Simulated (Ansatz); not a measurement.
# Pd (fcc type): how the settings move a single-point run

Question: which choices in the input matter for Pd (fcc type)?

Program: Ansatz 0.2.0. Level of theory: reference: DFT, PBEsol, PAW with Ansatz's default frozen-core files, scalar-relativistic. These are calculated values, not measurements.

3 further runs of the same task are left out: 2 that didn't finish, 1 set aside as unsound or not needed. Runs told in other sessions of the task aren't counted.

**1. The starting structure**

The structure is cubic, space group Fm-3m (No. 225). The conventional cell has a = 3.811 Å, b = 3.811 Å, c = 3.811 Å, α = 90.00°, β = 90.00°, γ = 90.00°. Around Pd (site symmetry m-3m) lie 12 Pd at 2.69 Å.

As a file:

```cif
data_structure
_symmetry_space_group_name_H-M 'P 1'
_symmetry_Int_Tables_number 1
_cell_length_a 2.6946
_cell_length_b 2.6946
_cell_length_c 2.6946
_cell_angle_alpha 60.000
_cell_angle_beta 60.000
_cell_angle_gamma 60.000
_cell_volume 13.83
loop_
_atom_site_label
_atom_site_type_symbol
_atom_site_fract_x
_atom_site_fract_y
_atom_site_fract_z
_atom_site_occupancy
Pd1 Pd 0.00000 0.00000 0.00000 1
```

**2. Reference**

input.yaml reads:

```yaml
crystal:
  lattice:
    - [0.0, 1.9053467386, 1.9053467386]
    - [1.9053467386, 0.0, 1.9053467386]
    - [1.9053467386, 1.9053467386, 0.0]
  atoms:
    - { symbol: Pd, position: [0.0, 0.0, 0.0] }
kpoints:
  mp_grid: { grid: [19, 19, 19] }
  band_path:
    path:
      - [0.0, 0.0, 0.0]
      - [0.5, 0.0, 0.5]
      - [0.625, 0.25, 0.625]
      - [0.375, 0.375, 0.75]
      - [0.0, 0.0, 0.0]
      - [0.5, 0.5, 0.5]
      - [0.5, 0.25, 0.75]
      - [0.5, 0.0, 0.5]
    npoints: 8
scf:
  occupations: { method: fermi_dirac, width: 0.05 }
hamiltonian:
  xc: pbesol
  pseudopotentials: { kind: paw }
output:
  forces: true
  stress: true
  eigenvalues: true
  populations: true
  dos: { projected: true, de: 0.2, e_range: [-14, 8] }
```

Run with:

```console
> ansatz run input.yaml --threads 1 --pin off --max-ram 2048MiB --backend cpu --events-out ev --progress --plain --runs-dir out
```

**3. Variant: dr2_threshold 1.0e-11, hubbard.sites [{species: Pd, l: d, u_eff: 6.0}], hubbard.double_counting fll**

input.yaml: that of step 2 with these lines changed.

```diff
@@ -22,2 +22,3 @@
   occupations: { method: fermi_dirac, width: 0.05 }
+  convergence: { dr2_threshold: 1.0e-11 }
 hamiltonian:
@@ -25,2 +26,3 @@
   pseudopotentials: { kind: paw }
+  hubbard: { sites: [{ species: Pd, l: d, u_eff: 6.0 }], double_counting: fll }
 output:
@@ -30,2 +32,5 @@
   populations: true
-  dos: { projected: true, de: 0.2, e_range: [-14, 8] }
+  write_density: true
+  write_potential: true
+  elf: true
+  volumetric_format: npy
```

Before running it: what results should come out? Wanted: for each run, ending; energy change; pressure; gap; force.

The runs gave:

```tsv
run	ending	energy change	pressure (GPa)	gap (eV)	force (eV/Å)	cycles	time
reference	converged	0	12.0	0.00	0.00	6	3.7 s
1: dr2_threshold 1.0e-11, hubbard.sites [{species: Pd, l: d, u_eff: 6.0}], hubbard.double_counting fll	converged	+1.44 eV/atom (Hubbard term changed: no physical gain or loss)	15.4	0.00	0.00	8	5.9 s
```

Times don't compare one to one where runs were asked for different outputs or read a saved state (see the inputs); cycles may leave out searches for a lower state.

Residual by cycle in the longest SCF loop of each run; runs are numbered as in the table. The quantity is the density residual dr2, in eV.

```tsv
cycle	reference	run 1
1	0.00873	1.75
2	0.00171	0.157
3	1.9e-5	0.0136
4	1.3e-7	1.3e-4
5	2.7e-8	2.2e-6
6	1.1e-11	2.4e-9
7	-	2.8e-11
8	-	1.7e-13
```

**Reading.** Changing the convergence setting, Hubbard U and double counting of the Hubbard term moves the energy by +1.44 eV/atom, and the pressure goes from 12.0 to 15.4 GPa. The U term adds an energy of its own, so the shift says nothing about which run is better. A changed U is a change of model: its shifts are not errors of convergence. The structure is not at rest: the sound run finds 12 GPa, so these are no properties of the relaxed crystal. 
